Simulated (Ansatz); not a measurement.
**GeCN+ (singlet): the correlation ladder, cc-pVTZ**

The task here is to estimate one member of a computed series from the others.

The runs use Ansatz 0.2.0, Gaussian basis; cc-pVTZ, core rule «outside noble gas», up to 16 orbitals frozen.

Plan: UHF; CCSD(T) on RHF; CCSD(T) on UHF; BCCD(T) on RHF; CCSDT(Q) on RHF; CCSDT(Q) on UHF; CASSCF and NEVPT2, 12 electrons in 12 orbitals.

5 further runs of the same task are left out: 5 set aside as unsound or not needed.

## The geometry

The geometry is a PBE0/def2-TZVP stationary point (not a proven minimum) of the parent state, kept for this charge and spin. No spin-orbit coupling is included. The filled d shell of Ge may be among the frozen orbitals whatever the setting's name suggests; the logs give the count.

3 atoms, charge 1, spin multiplicity 1.

Atoms are counted from 1 here; the program's logs count them from 0.

Bond lengths: Ge1–C2 1.947 Å, C2–N3 1.160 Å. Angles: Ge1–C2–N3 180.0°.

Set-up of the first run:

Input file in.yaml:

```yaml
crystal:
  periodic: [false, false, false]
  atoms:
    - {symbol: Ge, position_ang: [0.000000, 0.000000, 1.684600]}
    - {symbol: C, position_ang: [0.000000, 0.000000, -0.262100]}
    - {symbol: N, position_ang: [0.000000, 0.000000, -1.422500]}
basis:
  gaussian: {orbitals: cc-pVTZ}
total_charge: 1
magnetization: {spin_polarized: true, initial_magnetization: 0}
hamiltonian: {xc: hf}
output: {orbitals: {seedname: orbitals}}
```

Launch:

```bash
ansatz run in.yaml --threads 1 --pin off --events-out ev --progress --plain --max-ram 4096MiB --backend cpu
```

Steps of the session up to this table: UHF; CCSD(T) on RHF; CCSD(T) on UHF; BCCD(T) on RHF; CCSDT(Q) on RHF; CCSDT(Q) on UHF; CASSCF and NEVPT2, 12 electrons in 12 orbitals.

One of the session's tables, all rows but one given; the rest of the session is left out.

| method | from RCCSDT(Q) (meV) |
| --- | --- |
| RHF | +11656.0 |
| UHF | +11643.1 |
| RMP2 | ? |
| RCCSD | +694.8 |
| RCCSD(T) | +63.1 |
| BCCD(T) | +58.7 |
| RCCSDT | +67.2 |
| RCCSDT(Q) | 0 |
| CASSCF valence | +6545.6 |
| NEVPT2 valence | +1175.3 |

**Question.** Estimate the row for RMP2.

The run gave: from RCCSDT(Q) (meV): +937.3. In the column «from RCCSDT(Q) (meV)» it lies between RCCSD (+694.8) and NEVPT2 valence (+1175.3).

Not comparable, so not listed: CCSD(T) on UHF; CCSDT(Q) on UHF (they don't share determinant, frozen orbitals or solution with the rows shown, or repeat one).

To keep in mind: Warnings: restricted reference is unstable; spin contamination.
